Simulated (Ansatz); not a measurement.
# ZrH: a tetragonal deformation path

The task here is to estimate one member of a computed series from the others.

Computed with Ansatz 0.2.0 (DFT PBEsol, scalar-relativistic, plane waves, PAW, unless a step's input says otherwise).

### The system as given

The structure is tetragonal, space group P4_2/mmc (No. 131). Conventional cell: a = 3.243 Å, b = 3.243 Å, c = 4.948 Å, α = 90.00°, β = 90.00°, γ = 90.00°. Zr (site symmetry mmm) has 4 H at 2.04 Å in its first shell of neighbours. Around H (site symmetry -4m2) lie 4 Zr at 2.04 Å.

Structure file:

```xyz
4
Lattice="3.2428 0.0000 0.0000 0.0000 3.2428 0.0000 0.0000 0.0000 4.9480" Properties=species:S:1:pos:R:3 pbc="T T T"
Zr    0.0000    1.6214    0.0000
Zr    1.6214    0.0000    2.4740
H     0.0000    0.0000    3.7110
H     0.0000    0.0000    1.2370
```

No relaxation comes first: the listed cell is the starting point.

The first run:

Contents of input.yaml:

```yaml
crystal:
  lattice:
    - [3.2427916985, 0.0, 0.0]
    - [0.0, 3.2427916985, 0.0]
    - [0.0, 0.0, 4.948]
  atoms:
    - { symbol: Zr, position: [0.0, 0.5, 0.0] }
    - { symbol: Zr, position: [0.5, 0.0, 0.5] }
    - { symbol: H, position: [0.0, 0.0, 0.75] }
    - { symbol: H, position: [0.0, 0.0, 0.25] }
basis:
  ecutwfc: 420
kpoints:
  mp_grid: { grid: [16, 16, 12] }
hamiltonian:
  xc: pbesol
scf:
  occupations: { method: gaussian, width: 0.15 }
output:
  forces: true
  stress: true
  eigenvalues: true
  write_density: true
  write_potential: true
  elf: true
  volumetric_format: npy
```

The run is started by

```sh
$ ansatz run input.yaml --threads 1 --pin off --max-ram 2560MiB --backend cpu --events-out ev --progress --plain --runs-dir out
```

Steps of the session up to this table: The reference: the undisturbed cell on the scan's mesh; At ρ = 0.850; Point ρ = 1.200; ρ = 0.920; Point ρ = 1.100; Point ρ = 0.960; At ρ = 1.050; At ρ = 0.800; At ρ = 1.300.

One table of the session follows, with a row left open; its other results are not shown here.

The scan, with free energies counted from the undisturbed cell:

```
    ρ  ΔE (meV/atom)  pressure (GPa)
0.800           35.4            -3.2
0.850           30.3            -2.5
0.920           15.9            -2.1
0.960              ?               ?
1.000            0.0            -2.6
1.050            0.9            -3.0
1.100           12.1            -3.4
1.200           62.9            -4.1
1.300          142.7            -4.1
```

Q: Estimate the row for ρ = 0.960 from the others.

Worked estimate for «ΔE (meV/atom)». A straight line through the neighbours (0.920, 15.9) and (1.000, 0.0) gives 15.9 + (0.0 − 15.9) × (0.960 − 0.920) / (1.000 − 0.920) = 8.0; a parabola fitted to 4 rows on both sides gives 7.1.

The run gave: ΔE (meV/atom): 6.0; pressure (GPa): -2.3. In «ΔE (meV/atom)» the line misses by +2.0 and the parabola by +1.1.
